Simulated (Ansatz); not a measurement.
# r2SCAN/STO-3G run of HBr (hydrogen bromide)

What is the energy change on altering one bond length of HBr (hydrogen bromide) at r2SCAN/STO-3G? 

The results are computed with Ansatz 0.2.0.

40 further runs of the same task are left out: 4 that didn't finish, 36 set aside as unsound or not needed.

## 1. The molecule

HBr has 2 atoms, charge 0, and is taken as a singlet. SMILES: `Br`. Geometry: relaxed at PBE0-D4/def2-TZVP.

Bond lengths: Br1–H2 1.420 Å.

## 2. The energy at r2SCAN/STO-3G

molecule.yaml reads:

```yaml
crystal:
  periodic: [false, false, false]
  atoms:
    - symbol: Br
      position_ang: [-0.603220, 0.217960, -0.305050]
    - symbol: H
      position_ang: [0.603220, -0.217960, 0.305050]
basis:
  gaussian:
    orbitals: STO-3G
hamiltonian:
  xc: r2scan
accuracy: high
total_charge: 0
```

On the command line:

```
ansatz run molecule.yaml --threads 1 --pin off --max-ram 3480MiB --events-out events.jsonl --progress --plain --runs-dir runs
```

The program printed:

```text
Warning: RAYON_NUM_THREADS=1 ignored (pool sized by the plan → 1); use --threads N
Functional definition: r2SCAN
  name "r2SCAN"
  parameter k0 = 0.174
  parameter k1 = 0.065
  parameter a1 = 4.9479
  exchange = r2scan_x(k0 = k0, k1 = k1, a1 = a1)
  correlation = r2scan_c
211 factors; integrals over basis functions are off by at most 9.5e-9 eV
mean field evaluation 1: about -69298.3427 eV, gradient 5.5e0 eV
mean field evaluation 2: about -69298.4165 eV, gradient 4.2e0 eV
mean field evaluation 4: about -69298.5031 eV, gradient 2.3e-2 eV
mean field evaluation 8: about -69298.4926 eV, gradient 3.3e-4 eV
mean field -69298.49259720 eV, -2546.6726307416 hartree, gradient 7.3e-9 eV, S^2 0.000000; 0 other end points of the search recorded, 0 dependent functions left out
reference -69298.49259742 eV, -2546.6726307498 hartree; 18, 18 occupied and 1, 1 virtual orbitals, 211 factors
Total energy: -69298.49259742 eV, -2546.6726307498 hartree
```

Wall time 1.6 s (1 thread of Arm Neoverse V1, shared host); peak memory 0.1 GiB.

## 3. The distorted shape, same level

input.yaml reads:

```yaml
crystal:
  periodic: [false, false, false]
  atoms:
    - {symbol: Br, position_ang: [-0.904837, 0.326942, -0.457578]}
    - {symbol: H, position_ang: [0.603220, -0.217960, 0.305050]}
basis:
  gaussian:
    orbitals: STO-3G
hamiltonian:
  xc: {name: r2SCAN}
accuracy: high
```

On the command line:

```
ansatz run input.yaml --threads 1 --pin off --max-ram 3480MiB --events-out events.jsonl --progress --plain --runs-dir runs
```

The program printed (excerpt; [...] marks lines left out):

```text
Warning: RAYON_NUM_THREADS=1 ignored (pool sized by the plan → 1); use --threads N
[... 7 set-up lines as earlier in the session ...]
211 factors; integrals over basis functions are off by at most 1.1e-8 eV
mean field evaluation 1: about -69297.1600 eV, gradient 6.8e0 eV
mean field evaluation 2: about -69296.8184 eV, gradient 1.1e1 eV
mean field evaluation 4: about -69297.4482 eV, gradient 5.5e-2 eV
mean field evaluation 8: about -69297.4229 eV, gradient 1.1e-3 eV
mean field -69297.42290038 eV, -2546.6333201087 hartree, gradient 4.8e-8 eV, S^2 0.000000; 0 other end points of the search recorded, 0 dependent functions left out
reference -69297.42290062 eV, -2546.6333201174 hartree; 18, 18 occupied and 1, 1 virtual orbitals, 211 factors
Total energy: -69297.42290062 eV, -2546.6333201174 hartree
```

Run time: 1.4 s. Hardware: 1 thread of Arm Neoverse V1, shared host; peak memory 0.1 GiB.

## 4. Results

Level: r2SCAN/STO-3G.

```
                                                          quantity           value
                                         first shape: total energy  -2546.67263 Eh
                                     distorted shape: total energy  -2546.63332 Eh
energy change with the Br1–H2 bond stretched from 1.420 to 1.776 Å        1.070 eV
```

With the Br1–H2 bond stretched from 1.420 to 1.776 Å the energy rises by 1.07 eV (25 kcal/mol). The first shape isn't relaxed at this level, so the change isn't measured from a minimum. The minimal basis adds a large error of its own.
